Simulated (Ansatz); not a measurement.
MoS₂, space group P6_3/mmc, a convergence test of the k-point mesh

Computed with the Python package of Ansatz (0.2.0).

Notebook, run cell by cell (the value of a cell's last expression is shown):

**Cell 1**
```python
import ansatz as az
import pandas as pd
```

**Cell 2**
```python
lattice = az.Lattice.of(
    (3.169, 0.0, 0.0),
    (-1.5845, 2.744435, 0.0),
    (0.0, 0.0, 12.324),
)
sites = [
    ("Mo", (1 / 3, 2 / 3, 0.25)),
    ("Mo", (2 / 3, 1 / 3, 0.75)),
    ("S", (1 / 3, 2 / 3, 0.623)),
    ("S", (2 / 3, 1 / 3, 0.123)),
    ("S", (1 / 3, 2 / 3, 0.877)),
    ("S", (2 / 3, 1 / 3, 0.377)),
]
mos2 = az.Crystal(lattice=lattice)
for symbol, position in sites:
    mos2 = mos2.atom(symbol, position)
```

**Cell 3**
```python
mos2.resolved().tree()["lattice"]
```
Output:
```text
((3.169, 0.0, 0.0), (-1.5845, 2.744435, 0.0), (0.0, 0.0, 12.324))
```

**Cell 4**
```python
base = mos2.calculation().functional("pbe").basis(470).occupations("gaussian", width=0.15)
```

**Cell 5**
```python
rows = []
for value in [(3, 3, 1), (4, 4, 1), (5, 5, 2), (7, 7, 2), (8, 8, 2), (10, 10, 3)]:
    report = base.kpoints(mesh=value).run(threads=1, pin="off").report
    rows.append((value, report["free_energy_ev"] / len(report["lattice"]["sites"]), report["n_iterations"], report["n_kpoints"]))

table = pd.DataFrame(rows, columns=["mesh", "F/atom (eV)", "iterations", "k-points"])
table.round(5)
```
Output:
```text
          mesh  F/atom (eV)  iterations  k-points
0    (3, 3, 1)  -2254.25447           7         3
1    (4, 4, 1)  -2254.27065           7         4
2    (5, 5, 2)  -2254.25727           7        10
3    (7, 7, 2)  -2254.25734           7        16
4    (8, 8, 2)  -2254.25711           7        20
5  (10, 10, 3)  -2254.25721           7        28
```

**Cell 6**
```python
for row in rows[:-1]:
    shift = 1000 * (row[1] - rows[-1][1])
    print(f"{row[0]}: {shift:+.2f} meV/atom" + ("  (within 1 meV)" if abs(shift) < 1 else ""))
```
Output:
```text
(3, 3, 1): +2.74 meV/atom
(4, 4, 1): -13.44 meV/atom
(5, 5, 2): -0.06 meV/atom  (within 1 meV)
(7, 7, 2): -0.13 meV/atom  (within 1 meV)
(8, 8, 2): +0.10 meV/atom  (within 1 meV)
```

From 5×5×2 on it stays within 1 meV an atom of the value at 10×10×3; the first row (3×3×1) is off by 2.7 meV and the last but one by 0.10 meV. It goes up and down, since the sum over k-points isn't variational.

Caveats:
- No spin polarisation was allowed.
- The starting cell is as deposited in a crystallographic database; the results hold for this polymorph, which needn't be the stable one.
- Shifts are counted from the finest mesh, which is itself no proven limit.
- Hardware and time: 16 s on 1 thread of Intel(R) Xeon(R) Processor @ 2.30GHz, with other jobs on the host, peak memory 0.61 GiB.
